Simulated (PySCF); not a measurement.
**The bond of CuSe, level by level**

One job finds the state of CuSe, follows it along the bond with each method and fits the curves.

Method: Cu x2c-TZVPPall, Se x2c-TZVPPall, spin-free X2C with a Gaussian nucleus; program: PySCF 2.14.0.

## 1. Input

A driver script around PySCF takes these settings:

* atoms: Cu, Se
* charge: 0
* basis: Cu x2c-TZVPPall, Se x2c-TZVPPall
* Hamiltonian: spin-free X2C with a Gaussian nucleus
* basis functions: 112
* electrons treated: 63
* masses in u: 62.9296, 79.9165
* levels: PBE0, PBE, r²SCAN, PBEsol, BP86, B3LYP, M06-L, ωB97X-V, HF, MP2, SCS-MP2
* grid: 80 radial by 434 angular points
* occupations: held fixed by the projection of orbital angular momentum
* dissociation limit: Cu + Se, each in its ground configuration
* starting distance in angstrom: 2.250
* values of 2S to try: 1, 3, 5

Run with:

```sh
> OMP_NUM_THREADS=2 python dia.py task.json out
```

The runs that follow: The PBE0 curve of the state that the search chose; Excited determinants; PBE (GGA); r²SCAN; PBEsol (GGA); BP86 (GGA); B3LYP; M06-L (meta-GGA); ωB97X-V; UHF (mean field).

Before running it: what results should come out? Wanted: for each run, Re; ωe; De; μ.

**Answer**, as computed:

Lowest PBE0 solution found, without spin–orbit coupling: ²Π (doublet), unpaired electrons π ↑. State 2 has its PBE0 minimum 1.50 eV higher. State 3 has its PBE0 minimum 1.73 eV higher. The other levels ran on the lowest alone.

| level | Re (Å) | ωe (cm⁻¹) | De (eV) | μ (D) |
| --- | --- | --- | --- | --- |
| UHF | 2.315 | 256.1 | 1.30 | -5.71 |
| UHF-MP2 | 2.152 | 312 | 2.59 | n/a |
| UHF-SCS-MP2 | 2.184 | 297.8 | 2.47 | n/a |
| PBE | 2.165 | 312 | 2.92 | -3.05 |
| PBEsol | 2.136 | 327 | 3.18 | -3.03 |
| BP86 | 2.164 | 312 | 2.90 | -3.01 |
| r²SCAN | 2.144 | 322 | 2.91 | -3.45 |
| M06-L | 2.168 | 310 | 2.89 | -3.41 |
| B3LYP | 2.195 | 290.9 | 2.53 | -3.39 |
| PBE0 | 2.180 | 298.7 | 2.60 | -3.71 |
| ωB97X-V | 2.183 | 302 | 2.70 | -4.18 |

De is counted to Cu + Se in their ground configurations. A positive dipole means Cu(−)Se(+).

What this shows: Bond lengths run from 2.136 Å (PBEsol) to 2.315 Å (UHF). Among the levels with a De in the table, it runs from 1.30 eV (UHF) to 3.18 eV (PBEsol).

Correlated steps freeze 14 core orbitals. With d or f electrons several states lie close, and the lowest PBE0 determinant need not be the measured ground state.
